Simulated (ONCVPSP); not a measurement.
# An ONCV potential for nitrogen, from input to tests

Task: generate the file, and judge it by its errors in other configurations, its logarithmic derivatives, its ghosts and its cutoff.

Method: ONCVPSP 4.0.1, LDA (Perdew-Wang 92), scalar-relativistic.

## (1) Starting point

Typed settings, in words:

| Property | Result |
| --- | --- |
| element | nitrogen (N, Z = 7) |
| type | optimised norm-conserving Vanderbilt (ONCV) |
| frozen core | [He] |
| valence charge | 5 |
| reference configuration | 2s2 2p3 |
| partial waves | 2s: rc 1.05 bohr, ncon 4, nbas 8, qcut 7.9 1/bohr, 1 projector; 2p: rc 1.65 bohr, ncon 4, nbas 7, qcut 6.5 1/bohr, 2 projectors, debl 1.7 Ha; d scattering state at 0.31 Ha: rc 1.55 bohr, ncon 3, nbas 8, qcut 6.1 1/bohr, 1 projector |
| local potential | polynomial inside 0.90 bohr (lpopt 5, dvloc0 -1 Ha) |
| core correction | Teter function, fcfact 2.5, rcfact 1.7 |

An earlier all-electron run gives the scale for the radii.

All-electron outer shells of the reference configuration (LDA (PZ), scalar-relativistic, ld1.x):

```
shell  level (eV)  outermost node (bohr)  outermost maximum (bohr)
   1s     -381.53                      –                      0.15
   2s      -18.42                   0.32                      1.02
   2p       -7.24                      –                      0.97
```

## (2) Generating the potential

File N.dat:

```
# ATOM AND REFERENCE CONFIGURATION
# atsym  z   nc   nv     iexc    psfile
  N 7.00    1    2  -001012      upf
#
#   n    l    f
    1    0    2.00
    2    0    2.00
    2    1    3.00
#
# PSEUDOPOTENTIAL AND OPTIMIZATION
# lmax
    2
#
#   l,   rc,      ep,       ncon, nbas, qcut
    0    1.05    0.00    4    8    7.90
    1    1.65    0.00    4    7    6.50
    2    1.55    0.31    3    8    6.10
#
# LOCAL POTENTIAL
# lloc, lpopt,  rc(5),   dvloc0
    4    5    0.90   -1.00
#
# VANDERBILT-KLEINMAN-BYLANDER PROJECTORs
# l, nproj, debl
    0    1    0.90
    1    2    1.70
    2    1    1.30
#
# MODEL CORE CHARGE
# icmod, fcfact, rcfact
    3    2.50    1.70
#
# LOG DERIVATIVE ANALYSIS
# epsh1, epsh2, depsh
   -2.00    5.00    0.02
#
# OUTPUT GRID
# rlmax, drl
    6.00    0.01
#
# TEST CONFIGURATIONS
# ncnf
    4
# nvcnf
#   n    l    f
    2
    2    0    2.00
    2    1    2.00
#
    2
    2    0    2.00
    2    1    1.00
#
    2
    2    0    2.00
    2    1    0.00
#
    2
    2    0    0.00
    2    1    5.00
#
```

Run with:

```sh
oncvpsp.x < N.dat > N.out
```

**Question.** What will these runs give? Wanted: cutoffs for 1 and 0.1 mHa per electron, occupied waves; bound ghosts; GHOST(+) flags; largest test error; largest phase difference near zero energy, channels read; rms error of d²Exc/dn², without and with the model core.

**Answer**, as computed:

| quantity | value |
| --- | --- |
| cutoffs for 1 and 0.1 mHa per electron, occupied waves | 26 Ha and 47 Ha |
| bound ghosts | none found |
| GHOST(+) flags | d at 167 eV |
| largest test error (AE − PS) | +1113 meV, for 2s2 2p0 |
| largest phase difference near zero energy, channels read | 0.002 rad |
| rms error of d²Exc/dn², without and with the model core | 2.75 and 1.02 mHa |

**Reading.** The worst unpolarised test, 2s2 2p0, is off by 1113 meV on 89.9 eV; by total energies transferability rates as poor. That test lies far up in energy; among those under 40 eV, nearer to bonding, the largest error is 42 meV. It counts as of middling hardness, with 26 Ha needed at the looser tolerance. At the looser tolerance the 2s wave is the slowest; 2p needs 19 Ha. The program's ghost test flags no bound state. Near zero energy the phases of the channels with partial waves agree within 0.002 rad. The program also flags highly localised states, GHOST(+) (d). All of this concerns the isolated atom, not yet a solid.
